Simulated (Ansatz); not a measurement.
**AlH₃STe (SMILES [SH][AlH][TeH]): one structure at several levels**

Aim: energy, forces and dipole at a structure displaced at random from a GFN2-xTB minimum, from CCSD(T) and from density functionals.

Program: Ansatz 0.2.0, Gaussian basis. Level of theory: single points in def2-TZVPP. These are calculated values, not measurements.

Correlated methods freeze the cores. Filled d shells of the heavier atoms are correlated. Core potentials replace the inner electrons past krypton, and spin-orbit coupling is left out.

### Step 1. Starting geometry

6 atoms, charge 0, spin multiplicity 1.

Atoms are counted from 1 here; the program's logs count them from 0.

Bond lengths: S1–Al2 2.279 Å, S1–H4 1.356 Å, Al2–Te3 2.601 Å, Al2–H5 1.653 Å, Te3–H6 1.699 Å. Angles: Al2–S1–H4 90.4°, S1–Al2–Te3 124.4°, S1–Al2–H5 109.4°, Te3–Al2–H5 126.2°, Al2–Te3–H6 80.5°.

As a file:

```
S     1.2800   -0.0344   -1.3854
Al   -0.5441   -0.0643   -0.0196
Te   -0.4418   -0.3774    2.5609
H     0.4755   -0.0846   -2.4758
H    -1.9092    0.1667   -0.9227
H     1.1020    0.2829    2.2983
```

### Step 2. CCSD(T)/def2-TZVPP

run/in.yaml

```yaml
crystal:
  periodic: [false, false, false]
  atoms:
    - {symbol: S, position_ang: [1.280000, -0.034400, -1.385400]}
    - {symbol: Al, position_ang: [-0.544100, -0.064300, -0.019600]}
    - {symbol: Te, position_ang: [-0.441800, -0.377400, 2.560900]}
    - {symbol: H, position_ang: [0.475500, -0.084600, -2.475800]}
    - {symbol: H, position_ang: [-1.909200, 0.166700, -0.922700]}
    - {symbol: H, position_ang: [1.102000, 0.282900, 2.298300]}
basis:
  gaussian: {orbitals: def2-TZVPP}
correlation: {method: ccsd_t}
output: {forces: true}
```

The command line of these runs was not kept.

### Step 3. PBE0-D4/def2-TZVPP

Changes to run/in.yaml since step 2:

```diff
@@ -11,3 +11,3 @@
   gaussian: {orbitals: def2-TZVPP}
-correlation: {method: ccsd_t}
-output: {forces: true}
+hamiltonian: {xc: pbe0, dispersion: d4}
+output: {forces: true, orbitals: {seedname: orbitals}}
```

### Step 4. wB97M-V/def2-TZVPP

Changes to run/in.yaml since step 3:

```diff
@@ -11,3 +11,3 @@
   gaussian: {orbitals: def2-TZVPP}
-hamiltonian: {xc: pbe0, dispersion: d4}
-output: {forces: true, orbitals: {seedname: orbitals}}
+hamiltonian: {xc: {name: wB97M-V}}
+output: {forces: true}
```

### Step 5. r2SCAN-D4/def2-TZVPP

Changes to run/in.yaml since step 4:

```diff
@@ -11,3 +11,3 @@
   gaussian: {orbitals: def2-TZVPP}
-hamiltonian: {xc: {name: wB97M-V}}
+hamiltonian: {xc: r2scan, dispersion: d4}
 output: {forces: true}
```

### Step 6. PBE-D4/def2-TZVPP

Changes to run/in.yaml since step 5:

```diff
@@ -11,3 +11,3 @@
   gaussian: {orbitals: def2-TZVPP}
-hamiltonian: {xc: r2scan, dispersion: d4}
+hamiltonian: {xc: pbe, dispersion: d4}
 output: {forces: true}
```

### Step 7. BLYP-D4/def2-TZVPP

Changes to run/in.yaml since step 6:

```diff
@@ -11,3 +11,3 @@
   gaussian: {orbitals: def2-TZVPP}
-hamiltonian: {xc: pbe, dispersion: d4}
+hamiltonian: {xc: {name: BLYP}, dispersion: d4}
 output: {forces: true}
```

### Step 8. revPBE-D4/def2-TZVPP

Changes to run/in.yaml since step 7:

```diff
@@ -11,3 +11,3 @@
   gaussian: {orbitals: def2-TZVPP}
-hamiltonian: {xc: {name: BLYP}, dispersion: d4}
+hamiltonian: {xc: {name: revPBE}, dispersion: d4}
 output: {forces: true}
```

(Steps that only read results are left out.)

Q: Predict the outcome of this session. Wanted: energy less free atoms, CCSD(T)/def2-TZVPP; RMS force component; RMS force error; HOMO and LUMO, PBE0-D4; T1 diagnostic.

As calculated:

| quantity | value |
| --- | --- |
| energy less free atoms, CCSD(T)/def2-TZVPP | -355.0 kcal/mol |
| RMS force component | 0.376 to 0.560 eV/Å over the methods |
| RMS force error | PBE0-D4 0.048, wB97M-V 0.046, r2SCAN-D4 0.054, PBE-D4 0.185, BLYP-D4 0.209, revPBE-D4 0.203 eV/Å |
| HOMO and LUMO, PBE0-D4 | -6.91 and -1.56 eV |
| T1 diagnostic | 0.012 |

**Reading.** Against CCSD(T) the functionals' energies less atoms differ by -12.1 to -3.7 kcal/mol, PBE-D4 by -11.6 kcal/mol. The reference is not at the basis limit: in triple zeta CCSD(T) underbinds, which counts against methods that bind more; the gaps are no ranking. For forces wB97M-V does best and BLYP-D4 worst. Frozen-core CCSD(T) forces in triple zeta carry basis errors of their own, and this is one geometry, so small gaps rank nothing.
